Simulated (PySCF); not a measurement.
# RuO(OH)₂: relaxation and vibrations of the quintet

Aim: relax RuO(OH)₂ as a quintet from a T-shaped (ligand arrangement 1) start, check by its vibrations whether the end is a minimum, and collect its spectrum and constants.

Method: PBE0, basis Ru def2-TZVP with ECP28, O def2-TZVP, H def2-TZVP, scalar-relativistic core potentials, no spin–orbit coupling, density fitting; program: PySCF 2.14.0.

## (1) Where the work starts

6 atoms, charge 0, spin multiplicity 5.

Bond lengths: Ru1–O2 1.710 Å, Ru1–O3 1.880 Å, Ru1–O4 1.880 Å, O3–H5 0.960 Å, O4–H6 0.960 Å. Angles: O2–Ru1–O3 88.0°, O2–Ru1–O4 88.0°, O3–Ru1–O4 176.0°, Ru1–O3–H5 130.0°, Ru1–O4–H6 130.0°.

Z-matrix (Å, degrees; charge 0 multiplicity 5):
```
Ru
O  1 1.7100
O  1 1.8800 2 88.00
O  1 1.8800 2 88.00 3 180.00
H  3 0.9600 1 130.00 2 90.00
H  4 0.9600 1 130.00 2 90.00
```

## (2) First SCF at the start

The steps below are one call of a driver around PySCF. For each, scf.py gives the equivalent set-up of the SCF; relaxations use the driver's own optimiser. After this first run the driver tries any further starts and a stability analysis.

The input, scf.py:

```python
from pyscf import gto, scf, dft
mol = gto.M(atom='''
Ru     0.000000     0.000000     0.000000
O      0.000000     0.000000     1.710000
O      1.878900     0.000000     0.065600
O     -1.878900     0.000000     0.065600
H      2.495600    -0.735400     0.087100
H     -2.495600     0.735400     0.087100''',
    basis={'Ru': 'def2-TZVP', 'O': 'def2-TZVP', 'H': 'def2-TZVP'},
    ecp={'Ru': 'def2-TZVP'},
    charge=0, spin=4)
mf = dft.UKS(mol, xc='PBE0')
mf.grids.atom_grid = (50, 194)
aux = {'Ru': 'def2-universal-JKFIT', 'O': 'def2-universal-JKFIT', 'H': 'def2-universal-JKFIT'}
mf = mf.density_fit(auxbasis=aux)
mf.conv_tol = 1e-08
mf.diis_space = 10
mf.max_cycle = 60
mf.init_guess = 'minao'
mf.verbose = 4
mf.kernel()
```

Command:

```sh
OMP_NUM_THREADS=4 python axn.py task.json out
```

The program printed:

```text
init E= -313.676408234948
[... the frontier-level lines of each cycle are left out ...]
cycle= 1 E= -321.246486559703  delta_E= -7.57  |g|= 0.86  |ddm|= 3.42
cycle= 2 E= -320.431299479019  delta_E= 0.815  |g|= 1.63  |ddm|= 1.73
cycle= 3 E= -321.22909171808  delta_E= -0.798  |g|= 0.891  |ddm|= 1.42
cycle= 4 E= -321.543651710624  delta_E= -0.315  |g|= 0.122  |ddm|= 0.465
cycle= 5 E= -321.546199317164  delta_E= -0.00255  |g|= 0.105  |ddm|= 0.136
cycle= 6 E= -321.550639497966  delta_E= -0.00444  |g|= 0.0246  |ddm|= 0.0717
cycle= 7 E= -321.550965812817  delta_E= -0.000326  |g|= 0.00681  |ddm|= 0.0222
cycle= 8 E= -321.551062411302  delta_E= -9.66e-05  |g|= 0.00327  |ddm|= 0.0127
cycle= 9 E= -321.551106745497  delta_E= -4.43e-05  |g|= 0.00187  |ddm|= 0.0122
cycle= 10 E= -321.551114013125  delta_E= -7.27e-06  |g|= 0.000606  |ddm|= 0.00551
cycle= 11 E= -321.551114662072  delta_E= -6.49e-07  |g|= 0.000197  |ddm|= 0.00176
cycle= 12 E= -321.551114719218  delta_E= -5.71e-08  |g|= 4.73e-05  |ddm|= 0.000425
cycle= 13 E= -321.551114726374  delta_E= -7.16e-09  |g|= 1.89e-05  |ddm|= 0.00019
Extra cycle  E= -321.551114726127  delta_E= 2.47e-10  |g|= 4.39e-05  |ddm|= 3.84e-05
converged SCF energy = -321.551114726127  <S^2> = 6.0123815  2S+1 = 5.0049502
```

This step, with its further starts and checks, took 24 s on 4 threads of Arm Neoverse V1, shared host.

The starts that the driver tried:

```
                      start  energy (Eh)
    the minimal-basis guess  -321.551115
a thermally smeared density  -321.551115
      a smeared PBE density  -321.551115
```

No lower solution of this spin turned up from the other starts or in the test of internal stability.

## (3) Relaxing the quintet from the T-shaped (ligand arrangement 1) start

The program finds C2 symmetry in the start, which this walk keeps. Threshold on the gradient: 0.0003 Eh/bohr, with a further test on the energy change.

Changes to scf.py since step 2:

```diff
@@ -3,6 +3,6 @@
-Ru     0.000000     0.000000     0.000000
-O      0.000000     0.000000     1.710000
-O      1.878900     0.000000     0.065600
-O     -1.878900     0.000000     0.065600
-H      2.495600    -0.735400     0.087100
-H     -2.495600     0.735400     0.087100''',
+Ru     0.000000     0.000000    -0.195026
+O      0.000000     0.000000     1.514974
+O      1.878900     0.000000    -0.129426
+O     -1.878900    -0.000000    -0.129426
+H      2.495600    -0.735400    -0.107926
+H     -2.495600     0.735400    -0.107926''',
@@ -19 +18,0 @@
-mf.init_guess = 'minao'
```

The optimiser's trace:

```
step  energy (Eh)  change (kJ/mol)  largest symmetric gradient (Eh/bohr)
   0  -321.551115             0.00                               0.04361
   1  -321.568983           -46.91                               0.02913
   2  -321.573069           -57.64                               0.05003
   3  -321.582847           -83.31                               0.02964
   4  -321.585768           -90.98                               0.00916
   5  -321.587574           -95.72                               0.01899
   6  -321.589062           -99.63                               0.01600
   7  -321.591986          -107.31                               0.00993
   8  -321.593505          -111.30                               0.02022
   9  -321.595126          -115.55                               0.00485
  10  -321.595512          -116.57                               0.01118
  11  -321.595921          -117.64                               0.00448
  12  -321.596248          -118.50                               0.00269
  13  -321.596378          -118.84                               0.00284
  14  -321.596418          -118.94                               0.00089
  15  -321.596429          -118.97                               0.00037
  16  -321.596437          -118.99                               0.00056
  17  -321.596443          -119.01                               0.00029
  18  -321.596443          -119.01                               0.00009
```

The walk took 76 s.

Positions (Å) and forces (eV/Å) along the way:

```
step 0
Ru   0.000   0.000  -0.195   0.000   0.000   2.243
O    0.000   0.000   1.515   0.000   0.000   0.510
O    1.879   0.000  -0.129   0.737  -0.122  -1.425
O   -1.879   0.000  -0.129  -0.737   0.122  -1.425
H    2.496  -0.735  -0.108  -0.082   0.116   0.049
H   -2.496   0.735  -0.108   0.082  -0.116   0.049
step 1
Ru   0.000   0.000  -0.107   0.000   0.000   1.498
O    0.000   0.000   1.603   0.000   0.000   0.236
O    1.900  -0.003  -0.235  -0.057  -0.272  -1.088
O   -1.900   0.003  -0.235   0.057   0.272  -1.088
H    2.507  -0.737  -0.090  -0.214   0.270   0.221
H   -2.507   0.737  -0.090   0.214  -0.270   0.221
step 9
Ru   0.000   0.000  -0.043   0.000   0.000   0.078
O    0.000   0.000   1.668   0.000   0.000  -0.012
O    1.822  -0.285  -0.488  -0.168  -0.031  -0.249
O   -1.822   0.285  -0.488   0.168   0.031  -0.249
H    2.537  -0.536   0.098  -0.020   0.043   0.216
H   -2.537   0.536   0.098   0.020  -0.043   0.216
step 18
Ru   0.000   0.000  -0.112   0.000   0.000   0.000
O    0.000   0.000   1.599   0.000   0.000  -0.001
O    1.821  -0.352  -0.515  -0.005   0.000  -0.002
O   -1.821   0.352  -0.515   0.005   0.000  -0.002
H    2.460  -0.472   0.194   0.002  -0.002   0.002
H   -2.460   0.472   0.194  -0.002   0.002   0.002
```

After 18 steps and 119.0 kJ/mol it ends at C2v: O–H 0.961 Å (×2), Ru–O 1.710 Å, Ru–O 1.898 Å (×2); H–O–Ru 120.3° (×2), O–Ru–O 102.3° (×2), O–Ru–O 155.5°.

## (4) Is it a minimum? Harmonic modes

The point is checked on the finer grid, and tightened if its gradient asks for it. The Hessian and the dipole derivatives come from central differences of analytic gradients, with steps of 0.02 bohr.

Changes to scf.py since step 3:

```diff
@@ -3,6 +3,6 @@
-Ru     0.000000     0.000000    -0.195026
-O      0.000000     0.000000     1.514974
-O      1.878900     0.000000    -0.129426
-O     -1.878900    -0.000000    -0.129426
-H      2.495600    -0.735400    -0.107926
-H     -2.495600     0.735400    -0.107926''',
+Ru    -0.000000    -0.000000    -0.099034
+O      0.000000     0.000000     1.611076
+O      1.821202    -0.350621    -0.502409
+O     -1.821202     0.350621    -0.502409
+H      2.459492    -0.473506     0.205936
+H     -2.459492     0.473506     0.205936''',
@@ -13 +13 @@
-mf.grids.atom_grid = (50, 194)
+mf.grids.atom_grid = (75, 302)
@@ -16 +16 @@
-mf.conv_tol = 1e-08
+mf.conv_tol = 1e-10
```

The driver hands on the density of the step before, so the log starts near convergence.

SCF at the final geometry:

```text
init E= -321.596427465764
[... the frontier-level lines of each cycle are left out ...]
cycle= 1 E= -321.596427465721  delta_E= 4.35e-11  |g|= 1.19e-05  |ddm|= 8.28e-06
cycle= 2 E= -321.596427465425  delta_E= 2.96e-10  |g|= 3.08e-05  |ddm|= 2.1e-05
cycle= 3 E= -321.596427465759  delta_E= -3.35e-10  |g|= 6.25e-06  |ddm|= 1.6e-05
cycle= 4 E= -321.596427465774  delta_E= -1.42e-11  |g|= 2.9e-07  |ddm|= 2.92e-06
Extra cycle  E= -321.596427465773  delta_E= 4.55e-13  |g|= 5.83e-07  |ddm|= 4.43e-07
converged SCF energy = -321.596427465773  <S^2> = 6.0153123  2S+1 = 5.0061212
```

The whole step took 2.1 min.

Geometry: C2v; O–H 0.961 Å (×2), Ru–O 1.710 Å, Ru–O 1.898 Å (×2); H–O–Ru 120.3° (×2), O–Ru–O 102.3° (×2), O–Ru–O 155.5°.

Harmonic modes (main isotopes):

```tsv
symmetry	ω (cm⁻¹)	IR (km/mol)	μ (u)
b1	118	5.5	6.49
b2	186	20.2	6.62
a1	194	0.0	5.26
a2	393	0.0	1.12
b1	427	236	1.15
a1	647	26.2	13.45
b2	664	412	6.30
b2	722	11.0	1.31
a1	742	28.8	1.14
a1	934	40.5	16.71
b2	3864	207	1.07
a1	3867	18.9	1.07
```

Every mode is real; the point is a minimum.

Constants and moments:

```
Dipole moment                                                   : 0.24 D
Highest occupied level                                          : -7.31 eV
Lowest empty level                                              : -3.93 eV
Rotational constants                                            : 0.3327, 0.1374, 0.09724 cm⁻¹
Zero-point energy                                               : 76.3 kJ/mol
Principal polarisabilities                                      : 29.5, 45.0, 66.0 bohr³
Atomisation energy without zero-point energy                    : 1954 kJ/mol
Principal traceless quadrupole moments about the centre of mass : -5.68, 2.39, 3.29 D Å
Entropy at 298.15 K and 1 bar (electronic part: spin only)      : 330.7 J/(mol K)
Heat capacity Cp at 298.15 K                                    : 85.0 J/(mol K)
Enthalpy at 298.15 K above 0 K                                  : 17.70 kJ/mol
Rotational symmetry number                                      : 2
Spin squared ⟨S²⟩                                               : 6.015
```

Populations by atom (charges in e):

```tsv
atom	Mulliken	Löwdin	polar tensor	spin (Mulliken)	Mayer order to Ru1
Ru1	1.23	0.69	1.57	2.82	–
O2	-0.50	-0.27	-0.47	0.79	1.81
O3,4	-0.71	-0.37	-0.83	0.18	0.86
H5,6	0.34	0.16	0.28	0.02	0.02
```

Mulliken populations on Ru1 (outside its core potential): s 2.38, p 6.25, d 6.12, f 0.02.

## (5) Summary of results

| quantity | value |
| --- | --- |
| minimum | quintet, C2v |
| geometry | O–H 0.961 Å (×2), Ru–O 1.710 Å, Ru–O 1.898 Å (×2); H–O–Ru 120.3° (×2), O–Ru–O 102.3° (×2), O–Ru–O 155.5° |
| wavenumbers (cm⁻¹) | 118 (b1), 186 (b2), 194 (a1), 393 (a2), 427 (b1), 647 (a1), 664 (b2), 722 (b2), 742 (a1), 934 (a1), 3864 (b2), 3867 (a1) |
| dipole moment | 0.24 D |
| highest occupied, lowest empty level (either spin) | -7.31, -3.93 eV |
| polar-tensor charge of Ru1 | +1.57 e |
| zero-point energy | 76.3 kJ/mol |
| entropy at 298.15 K | 330.7 J/(mol K) |
| atomisation energy (no zero-point energy) | 1954 kJ/mol |
| ⟨S²⟩ | 6.015 |

From C2 at the start the molecule goes to a C2v minimum. The strongest infrared band lies at 664 cm⁻¹ (b2). Most of the spin sits on Ru1 (Mulliken spin 2.82, against 4 for the whole molecule). Only this shape and spin were tried, so other structures or states may lie lower. Open d and f shells are described by one determinant, and the ground state may have another occupation or spin.

The search up to here took 3.8 min.
